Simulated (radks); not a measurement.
# Spin polarisation of the 4d shell in Tc⁺

An exercise on one series of results from a longer session: the logs are not shown, and one member is left open.

The numbers are computed with radks (a radial shooting solver on a logarithmic mesh, Libxc functionals) version 1 (scalar-relativistic Kohn-Sham, r2SCAN, spin-polarised, spherical densities, finite nucleus), except any that are marked as measured or tabulated.

## Starting point

- element: technetium (Z = 43)
- charge: +1
- electrons: 42
- configuration: [Kr] 4d(up 2.5, down 2.5) 5s(up 0.5, down 0.5)
- nuclear rms radius: 4.4112 fm

A shell typed twice in an input gives spin up, then spin down.

The first run:

Input:

```text
Z 43
configuration [Kr] 4d2.5 4d2.5 5s0.5 5s0.5
relativity scalar-relativistic
functional r2scan,r2scan
spin polarised
nucleus finite rms 4.4112 fm
c 137.035999084
```

Steps of the session up to this table: No moment.

One of the session's tables, all rows but one given; the rest of the session is left out.

It belongs to the step «No moment». From the orbitals of this run (lengths in bohr):

| level | <r> | outermost maximum (interpolated) | 90 % within | nodes |
| --- | --- | --- | --- | --- |
| 2p | 0.1304 | 0.101 | 0.212 | 0 |
| 3s | 0.4144 | 0.372 | 0.611 | 2 |
| 3p | 0.4157 | 0.365 | 0.627 | 1 |
| 3d | 0.3990 | 0.312 | 0.636 | 0 |
| 4s | 1.062 | 0.951 | 1.54 | 3 |
| 4p | ? | ? | ? | ? |
| 4d | 1.666 | 1.27 | 2.67 | 1 |
| 5s | 3.046 | 2.65 | 4.46 | 4 |

**Question.** Estimate the row for 4p.

As computed: <r>: 1.175; outermost maximum (interpolated): 1.02; 90 % within: 1.74; nodes: 2. In the column «<r>» it lies between 4s (1.062) and 4d (1.666).
